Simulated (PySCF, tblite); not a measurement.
# CH₄F₂SeSi: isotopologues and vibrational averages

How do isotopes change the rotational constants and shieldings of CH₄F₂SeSi (`FC(F)[SiH2][SeH]`)?

Programs: PySCF 2.14.0 with density-fitted response routines of our own, and tblite 0.8.0. All values are computed, except where a source is named. Atoms count from 0 throughout.

## 1. The molecule as given

9 atoms, charge 0, multiplicity 1; geometry from: force field or distance geometry start.

Bonds of the start (Å): C1–F2 1.32, C1–H5 1.08, C1–Si3 1.88, F0–C1 1.40, Se4–H8 1.55, Si3–H6 1.45, Si3–H7 1.50, Si3–Se4 2.30.

## 2. GFN2-xTB relaxation, lowest of a short conformer search

What the job is given:

```
{"job": {"xc": "GFN2-xTB", "basis": "xTB", "kind": "relax"}, "charge": 0, "multiplicity": 1}
F     -0.907500     1.333200     1.156100
C     -0.831400     0.790300    -0.131000
F     -2.027800     0.701500    -0.680300
Si    -0.049800    -0.905700     0.038200
Se     2.159100    -0.588000     0.597000
H     -0.124700     1.412800    -0.661800
H     -0.149000    -1.592700    -1.240000
H     -0.645600    -1.656700     1.187800
H      2.631000     0.529200    -0.366700
```

Launch:

```console
> OMP_NUM_THREADS=1 python ens_run.py task.json out
```

One launch serves the whole session.

The log of the run:

```text
step      E/eV     max force
  0    -504.78055    1.914
  1    -504.92036    1.107
  2    -505.00873    0.596
  3    -505.03091    0.481
  4    -505.04900    0.467
  5    -505.05735    0.380
  6    -505.06663    0.330
  7    -505.07413    0.330
  8    -505.08100    0.286
  9    -505.08653    0.242
 10    -505.09084    0.182
 11    -505.09305    0.127
 12    -505.09407    0.094
 13    -505.09461    0.060
 14    -505.09490    0.048
 15    -505.09512    0.047
 16    -505.09539    0.062
 17    -505.09577    0.073
 18    -505.09621    0.068
 19    -505.09658    0.053
 20    -505.09680    0.037
 21    -505.09697    0.035
 22    -505.09717    0.050
 23    -505.09740    0.049
 24    -505.09759    0.037
 25    -505.09772    0.029
 26    -505.09782    0.029
 27    -505.09796    0.041
 28    -505.09814    0.049
 29    -505.09833    0.044
 30    -505.09852    0.050
 31    -505.09877    0.069
 32    -505.09920    0.108
 33    -505.09983    0.129
 34    -505.10042    0.098
 35    -505.10074    0.039
 36    -505.10089    0.039
 37    -505.10103    0.046
 38    -505.10131    0.091
 39    -505.10185    0.116
 40    -505.10313    0.121
 41    -505.10363    0.088
 42    -505.10416    0.079
 43    -505.10447    0.075
 44    -505.10490    0.080
 45    -505.10563    0.121
 46    -505.10679    0.177
 47    -505.10822    0.245
 48    -505.10038    0.510
 49    -505.11044    0.058
 50    -505.11096    0.055
 51    -505.11183    0.065
 52    -505.11216    0.057
 53    -505.11295    0.058
 54    -505.11340    0.057
 55    -505.11373    0.033
 56    -505.11392    0.050
 57    -505.11401    0.025
 58    -505.11409    0.023
 59    -505.11413    0.030
 60    -505.11427    0.044
 61    -505.11442    0.045
 62    -505.11461    0.040
 63    -505.11480    0.042
 64    -505.11500    0.036
 65    -505.11517    0.032
 66    -505.11533    0.034
 67    -505.11554    0.049
 68    -505.11585    0.065
 69    -505.11628    0.079
 70    -505.11688    0.085
 71    -505.11746    0.177
 72    -505.11854    0.099
 73    -505.12019    0.071
 74    -505.12172    0.196
 75    -505.12301    0.094
 76    -505.12418    0.077
 77    -505.12492    0.115
 78    -505.12562    0.077
 79    -505.12633    0.058
 80    -505.12704    0.093
 81    -505.12760    0.067
 82    -505.12812    0.059
 83    -505.12867    0.068
 84    -505.12911    0.053
 85    -505.12901    0.094
 86    -505.12956    0.039
 87    -505.12969    0.040
 88    -505.12996    0.052
 89    -505.13028    0.036
 90    -505.13058    0.043
 91    -505.13149    0.044
 92    -505.13174    0.045
 93    -505.13189    0.047
 94    -505.13201    0.056
 95    -505.13216    0.045
 96    -505.13236    0.047
 97    -505.13261    0.042
 98    -505.13282    0.037
 99    -505.13306    0.037
100    -505.13327    0.041
101    -505.13348    0.043
102    -505.13374    0.040
103    -505.13403    0.044
104    -505.13444    0.052
105    -505.13501    0.063
106    -505.13581    0.092
107    -505.13695    0.107
108    -505.13844    0.109
109    -505.13959    0.129
110    -505.14098    0.117
111    -505.14211    0.099
112    -505.14338    0.106
113    -505.14498    0.112
114    -505.14663    0.090
115    -505.14569    0.249
116    -505.14775    0.059
117    -505.14799    0.048
118    -505.14821    0.044
119    -505.14825    0.039
120    -505.14833    0.025
121    -505.14838    0.026
122    -505.14846    0.023
123    -505.14852    0.020
124    -505.14856    0.020
125    -505.14859    0.016
126    -505.14862    0.014
127    -505.14865    0.017
128    -505.14869    0.013
129    -505.14871    0.010
130    -505.14872    0.009
131    -505.14872    0.007
132    -505.14873    0.005
133    -505.14873    0.004
```

Run time: 0.98 s. Hardware: 1 thread of Arm Neoverse N1, shared host.

The energy fell by 0.368 eV, and the atoms moved 0.62 Å (root mean square).

## 3. Tight optimisation and Hessian

What the job is given:

```
{"job": {"xc": "PBE0", "basis": "pcSseg-1", "grid": 2, "temperatures": [298.15, 300], "kind": "geom"}, "charge": 0, "multiplicity": 1}
F     -0.267805     1.565175     0.786899
C     -0.742692     0.775785    -0.220382
F     -2.085745     0.699739    -0.042376
Si     0.048678    -0.991344    -0.112924
Se     2.269827    -0.648938     0.165252
H     -0.568993     1.321210    -1.158124
H     -0.177803    -1.645991    -1.394434
H     -0.571869    -1.659541     1.025496
H      2.150648     0.607880     0.849874
```

The log of the run:

```text
step   0  E = -79738.2138822 eV  max force = 1.15439
step   1  E = -79738.2882160 eV  max force = 0.75505
step   2  E = -79738.2519335 eV  max force = 1.08777
step   3  E = -79738.2848354 eV  max force = 0.67661
step   4  E = -79738.2874102 eV  max force = 0.65631
step   5  E = -79738.2981495 eV  max force = 0.52531
step   6  E = -79738.3107533 eV  max force = 0.14305
step   7  E = -79738.3125059 eV  max force = 0.15428
step   8  E = -79738.3141151 eV  max force = 0.13921
step   9  E = -79738.3186975 eV  max force = 0.15236
step  10  E = -79738.3215814 eV  max force = 0.05799
step  11  E = -79738.3218090 eV  max force = 0.14462
step  12  E = -79738.3224543 eV  max force = 0.02847
step  13  E = -79738.3225780 eV  max force = 0.02902
step  14  E = -79738.3226743 eV  max force = 0.01941
step  15  E = -79738.3227067 eV  max force = 0.00679
step  16  E = -79738.3227155 eV  max force = 0.00539
step  17  E = -79738.3227180 eV  max force = 0.00280
step  18  E = -79738.3227189 eV  max force = 0.00043
step  19  E = -79738.3227189 eV  max force = 0.00043
step  20  E = -79738.3227189 eV  max force = 0.00029
harmonic wavenumbers (cm-1): 60.3 91.6 186.7 237.3 282.1 423.4 465.3 538.8 620.9 720.0 790.3 822.8 921.3 1077.2 1126.1 1333.4 1361.9 2272.6 2287.3 2449.6 3080.8
```

Wall time 21 min (1 thread of Arm Neoverse N1, shared host); peak memory 0.67 GiB.

## 4. Displacements along the modes, parent

What the job is given:

```
{"job": {"xc": "PBE0", "basis": "pcSseg-1", "grid": 2, "temperatures": [298.15, 300], "kind": "vib", "mass_numbers": [19, 12, 19, 28, 80, 1, 1, 1, 1]}, "charge": 0, "multiplicity": 1}
F     -0.502832     1.598832     0.823756
C     -0.811895     0.821297    -0.258926
F     -2.164520     0.616818    -0.245861
Si     0.080751    -0.870134    -0.098905
Se     2.335975    -0.569194    -0.130168
H     -0.573007     1.403216    -1.158658
H     -0.231005    -1.695203    -1.292975
H     -0.408670    -1.502773     1.151565
H      2.329449     0.221115     1.109453
```

The log of the run:

```text
mode    cm-1    km/mol   phi_rrr   E(+)/cm-1  E(-)/cm-1
  1     60.31     2.64      -7.6      11.42      11.48
  2     91.59     0.87      -8.3      16.37      17.65
  3    186.73    18.55     -44.6      66.55      71.53
  4    237.30     0.61       6.4      42.81      42.69
  5    282.11     9.96       5.3      51.52      50.67
  6    423.38    22.74     -59.9      74.32      78.34
  7    465.27    26.41       6.7      84.90      83.86
  8    538.77     0.45     -27.5      96.15      98.11
  9    620.93     3.38      49.0     113.72     110.40
 10    719.98    23.21      -0.1     130.21     129.98
 11    790.28    28.85      67.9     145.05     139.85
 12    822.79   215.63      -8.7     148.36     148.96
 13    921.35    79.55      77.2     169.01     163.34
 14   1077.18   155.77     -27.5     193.36     195.35
 15   1126.14    96.63    -193.3     195.88     209.70
 16   1333.40    30.06      66.7     243.23     238.65
 17   1361.92     2.90      13.8     246.49     245.75
 18   2272.57    65.63     895.0     442.84     378.52
 19   2287.31    80.28     378.2     427.08     399.73
 20   2449.62     2.52    1402.1     494.99     394.41
 21   3080.80    20.55    1983.4     631.49     489.22
```

Run time: 17 min. Hardware: 1 thread of Arm Neoverse N1, shared host; peak memory 0.72 GiB.

## 5. Displacements along the modes, 77Se at atom 4

Changed since step 4:

```diff
@@ -1,2 +1,2 @@
-{"job": {"xc": "PBE0", "basis": "pcSseg-1", "grid": 2, "temperatures": [298.15, 300], "kind": "vib", "mass_numbers": [19, 12, 19, 28, 80, 1, 1, 1, 1]}, "charge": 0, "multiplicity": 1}
+{"job": {"xc": "PBE0", "basis": "pcSseg-1", "grid": 2, "temperatures": [298.15, 300], "kind": "vib", "mass_numbers": [19, 12, 19, 28, 77, 1, 1, 1, 1]}, "charge": 0, "multiplicity": 1}
 F     -0.502832     1.598832     0.823756
```

The log of the run:

```text
mode    cm-1    km/mol   phi_rrr   E(+)/cm-1  E(-)/cm-1
  1     60.42     2.65       7.6      11.50      11.44
  2     91.89     0.89      -8.5      16.43      17.72
  3    186.85    18.57     -44.5      66.50      71.47
  4    237.98     0.65       6.4      42.93      42.81
  5    282.33     9.93       5.3      51.56      50.71
  6    424.82    22.87     -59.9      74.58      78.60
  7    465.40    26.39       7.1      84.93      83.86
  8    538.79     0.45     -27.4      96.16      98.11
  9    620.96     3.37      49.0     113.73     110.40
 10    720.15    23.25       0.0     130.25     130.00
 11    790.32    29.07      67.8     145.06     139.86
 12    822.86   215.38      -8.7     148.37     148.97
 13    921.35    79.55      77.2     169.01     163.34
 14   1077.18   155.79     -27.5     193.36     195.35
 15   1126.14    96.63    -193.3     195.88     209.70
 16   1333.40    30.06      66.7     243.23     238.65
 17   1361.92     2.90      13.8     246.49     245.75
 18   2272.57    65.63     895.1     442.84     378.52
 19   2287.31    80.28     378.2     427.08     399.73
 20   2450.20     2.51    1402.6     495.12     394.50
 21   3080.80    20.55    1983.4     631.49     489.22
```

It took 18 min on 1 thread of Arm Neoverse N1, shared host; peak memory 0.71 GiB.

## 6. Vibrational averages by isotopologue

What the job is given:

```
{"job": {"xc": "PBE0", "basis": "pcSseg-1", "grid": 2, "temperatures": [298.15, 300], "kind": "iso"}, "charge": 0, "multiplicity": 1}
F     -0.502832     1.598832     0.823756
C     -0.811895     0.821297    -0.258926
F     -2.164520     0.616818    -0.245861
Si     0.080751    -0.870134    -0.098905
Se     2.335975    -0.569194    -0.130168
H     -0.573007     1.403216    -1.158658
H     -0.231005    -1.695203    -1.292975
H     -0.408670    -1.502773     1.151565
H      2.329449     0.221115     1.109453
```

The log of the run:

```text
parent
  Be/MHz 5988.677 998.1 894.261
  B0/MHz 5957.985 992.547 889.934
  ZPE/cm-1 10574.9
  <sigma>(0 K)/ppm 315.227 55.229 308.709 382.876 2195.318 24.752 26.324 26.097 30.237
77Se at atom 4
  Be/MHz 5991.965 1013.734 906.817
  B0/MHz 5961.365 1008.064 902.419
  ZPE/cm-1 10576.8
  <sigma>(0 K)/ppm 315.226 55.229 308.707 382.874 2195.297 24.752 26.324 26.097 30.237
```

Wall time 56 min (1 thread of Arm Neoverse N1, shared host); peak memory 0.72 GiB. This counts the whole study up to here.

Rotational constants (MHz) at equilibrium and in the ground state:

| isotopologue | Be | B0 | zero-point change (cm⁻¹) |
| --- | --- | --- | --- |
| parent | 5988.7, 998.1, 894.3 | 5958.0, 992.5, 889.9 | 0.0 |
| 77Se at atom 4 | 5992.0, 1013.7, 906.8 | 5961.4, 1008.1, 902.4 | 2.0 |

Shieldings of the first species (ppm): at equilibrium, the vibrational parts at 0 K, and the averages:

| atom | equilibrium | anharmonic | harmonic | 0 K | 298.15 K | 300 K |
| --- | --- | --- | --- | --- | --- | --- |
| F0 | 326.01 | -2.09 | -8.69 | 315.23 | 313.62 | 313.60 |
| C1 | 59.04 | -1.16 | -2.65 | 55.23 | 54.97 | 54.97 |
| F2 | 318.94 | -1.88 | -8.35 | 308.71 | 306.55 | 306.53 |
| Si3 | 386.13 | -0.69 | -2.57 | 382.88 | 381.41 | 381.40 |
| Se4 | 2246.97 | 18.86 | -70.51 | 2195.32 | 2182.24 | 2182.12 |
| H5 | 25.35 | -0.15 | -0.45 | 24.75 | 24.72 | 24.72 |
| H6 | 26.69 | -0.03 | -0.34 | 26.32 | 26.28 | 26.28 |
| H7 | 26.45 | -0.04 | -0.32 | 26.10 | 26.07 | 26.07 |
| H8 | 30.63 | 0.43 | -0.82 | 30.24 | 30.13 | 30.13 |

Isotope effects on the shieldings at 0 K (ppb; positive means more shielded):

| atom | 77Se at atom 4 |
| --- | --- |
| F0 | -1 |
| C1 | 0 |
| F2 | -1 |
| Si3 | -2 |
| Se4 | -21 |
| H5 | 0 |
| H6 | 0 |
| H7 | 0 |
| H8 | 0 |

## 7. Displacements along the modes

Changed since step 5:

```diff
@@ -1,2 +1,2 @@
-{"job": {"xc": "PBE0", "basis": "pcSseg-1", "grid": 2, "temperatures": [298.15, 300], "kind": "vib", "mass_numbers": [19, 12, 19, 28, 77, 1, 1, 1, 1]}, "charge": 0, "multiplicity": 1}
+{"job": {"xc": "PBE0", "basis": "pcSseg-1", "grid": 2, "temperatures": [298.15, 300], "delta": 0.02, "kind": "vib", "mass_numbers": [19, 12, 19, 28, 80, 1, 1, 1, 1]}, "charge": 0, "multiplicity": 1}
 F     -0.502832     1.598832     0.823756
```

The log of the run:

```text
mode    cm-1    km/mol   phi_rrr   E(+)/cm-1  E(-)/cm-1
  1     60.31     2.64     -12.4       0.02       0.00
  2     91.59     0.88     -10.1       0.01       0.03
  3    186.73    19.10     -97.4       0.03       0.04
  4    237.30     0.61       9.5       0.04       0.05
  5    282.11     9.96       7.4       0.06       0.05
  6    423.38    22.68     -61.1       0.09       0.08
  7    465.27    26.28       3.0       0.10       0.08
  8    538.77     0.40     -29.8       0.11       0.11
  9    620.93     3.39      39.3       0.12       0.13
 10    719.98    23.18       9.0       0.15       0.14
 11    790.28    29.11      70.7       0.16       0.15
 12    822.79   217.25     -19.8       0.17       0.16
 13    921.35    79.96      78.6       0.19       0.18
 14   1077.18   154.97     -26.6       0.22       0.22
 15   1126.14    96.84    -200.7       0.23       0.22
 16   1333.40    30.57      74.3       0.26       0.27
 17   1361.92     2.93      17.6       0.27       0.28
 18   2272.57    65.54     910.3       0.45       0.45
 19   2287.31    80.29     375.8       0.46       0.45
 20   2449.62     2.48    1384.1       0.49       0.49
 21   3080.80    20.18    1985.1       0.62       0.61
```

Wall time 16 min (1 thread of Arm Neoverse N1, shared host); peak memory 0.72 GiB.

This input is unsound on purpose: displacement step far too small, numerical noise dominates.

## 8. Displacements along the modes

Changed since step 7:

```diff
@@ -1,2 +1,2 @@
-{"job": {"xc": "PBE0", "basis": "pcSseg-1", "grid": 2, "temperatures": [298.15, 300], "delta": 0.02, "kind": "vib", "mass_numbers": [19, 12, 19, 28, 80, 1, 1, 1, 1]}, "charge": 0, "multiplicity": 1}
+{"job": {"xc": "PBE0", "basis": "pcSseg-1", "grid": 2, "temperatures": [298.15, 300], "delta": 0.02, "kind": "vib", "mass_numbers": [19, 12, 19, 28, 77, 1, 1, 1, 1]}, "charge": 0, "multiplicity": 1}
 F     -0.502832     1.598832     0.823756
```

The log of the run:

```text
mode    cm-1    km/mol   phi_rrr   E(+)/cm-1  E(-)/cm-1
  1     60.42     2.65      12.4       0.00       0.02
  2     91.89     0.89     -10.3       0.01       0.03
  3    186.85    19.13     -97.2       0.03       0.04
  4    237.98     0.65       9.5       0.04       0.05
  5    282.33     9.93      21.7       0.06       0.05
  6    424.82    22.80     -61.2       0.09       0.08
  7    465.40    26.27       3.5       0.10       0.08
  8    538.79     0.41     -29.7       0.11       0.11
  9    620.96     3.37      57.5       0.12       0.13
 10    720.15    23.22       9.2       0.15       0.14
 11    790.32    29.33      70.6       0.16       0.15
 12    822.86   217.01     -19.8       0.17       0.16
 13    921.35    79.96      78.6       0.19       0.18
 14   1077.18   155.08     -69.9       0.22       0.22
 15   1126.14    96.84    -200.7       0.23       0.22
 16   1333.40    30.57      74.3       0.26       0.27
 17   1361.92     2.93      17.6       0.27       0.28
 18   2272.57    65.54     910.3       0.45       0.45
 19   2287.31    80.30     375.8       0.46       0.45
 20   2450.20     2.47    1384.7       0.49       0.49
 21   3080.80    20.18    1985.1       0.62       0.61
```

It took 16 min on 1 thread of Arm Neoverse N1, shared host; peak memory 0.71 GiB.

This input is unsound on purpose: displacement step far too small, numerical noise dominates.

## 9. Vibrational averages by isotopologue, second settings

Changed since step 6:

```diff
@@ -1,2 +1,2 @@
-{"job": {"xc": "PBE0", "basis": "pcSseg-1", "grid": 2, "temperatures": [298.15, 300], "kind": "iso"}, "charge": 0, "multiplicity": 1}
+{"job": {"xc": "PBE0", "basis": "pcSseg-1", "grid": 2, "temperatures": [298.15, 300], "delta": 0.02, "kind": "iso"}, "charge": 0, "multiplicity": 1}
 F     -0.502832     1.598832     0.823756
```

The log of the run:

```text
parent
  Be/MHz 5988.677 998.1 894.261
  B0/MHz 5958.386 978.273 880.947
  ZPE/cm-1 10574.9
  <sigma>(0 K)/ppm 310.610 53.154 304.674 374.842 2185.497 24.844 26.298 26.144 30.295
77Se at atom 4
  Be/MHz 5991.965 1013.734 906.817
  B0/MHz 5967.959 990.817 891.506
  ZPE/cm-1 10576.8
  <sigma>(0 K)/ppm 309.399 52.650 303.619 373.700 2186.181 24.855 26.303 26.166 30.320
```

Wall time 33 min (1 thread of Arm Neoverse N1, shared host); peak memory 0.73 GiB. This counts the runs that the step sums up.

These settings are unsound on purpose: displacement step far too small, numerical noise dominates. The values are not to be used.

Rotational constants (MHz) at equilibrium and in the ground state:

| isotopologue | Be | B0 | zero-point change (cm⁻¹) |
| --- | --- | --- | --- |
| parent | 5988.7, 998.1, 894.3 | 5958.4, 978.3, 880.9 | 0.0 |
| 77Se at atom 4 | 5992.0, 1013.7, 906.8 | 5968.0, 990.8, 891.5 | 2.0 |

Shieldings of the first species (ppm): at equilibrium, the vibrational parts at 0 K, and the averages:

| atom | equilibrium | anharmonic | harmonic | 0 K | 298.15 K | 300 K |
| --- | --- | --- | --- | --- | --- | --- |
| F0 | 326.01 | -3.50 | -11.90 | 310.61 | 305.50 | 305.46 |
| C1 | 59.04 | -2.22 | -3.66 | 53.15 | 51.35 | 51.33 |
| F2 | 318.94 | -3.81 | -10.45 | 304.67 | 299.46 | 299.41 |
| Si3 | 386.13 | -1.58 | -9.71 | 374.84 | 368.25 | 368.19 |
| Se4 | 2246.97 | 19.07 | -80.54 | 2185.50 | 2168.98 | 2168.83 |
| H5 | 25.35 | -0.21 | -0.29 | 24.84 | 24.86 | 24.86 |
| H6 | 26.69 | -0.06 | -0.33 | 26.30 | 26.25 | 26.25 |
| H7 | 26.45 | -0.09 | -0.22 | 26.14 | 26.15 | 26.15 |
| H8 | 30.63 | 0.49 | -0.82 | 30.29 | 30.24 | 30.24 |

Isotope effects on the shieldings at 0 K (ppb; positive means more shielded):

| atom | 77Se at atom 4 |
| --- | --- |
| F0 | -1211 |
| C1 | -504 |
| F2 | -1054 |
| Si3 | -1141 |
| Se4 | 684 |
| H5 | 10 |
| H6 | 5 |
| H7 | 21 |
| H8 | 26 |

## 10. What came out

```
                   quantity                     value
                point group                        C1
    B0 of the first species  5958.0, 992.5, 889.9 MHz
          zero-point energy                10575 cm⁻¹
zero-point change of σ(Se4)                -51.65 ppm
```

Zero-point motion changes the shielding of Se4 most, by -51.65 ppm. The largest secondary isotope effect is -2 ppb on Si3, 1 bond from the change (77Se at atom 4). The job flags a low mode; perturbation theory is less sure for low modes. Internal rotors are held in one well. Spin-orbit coupling is left out, which matters at and beside the heavy atoms.
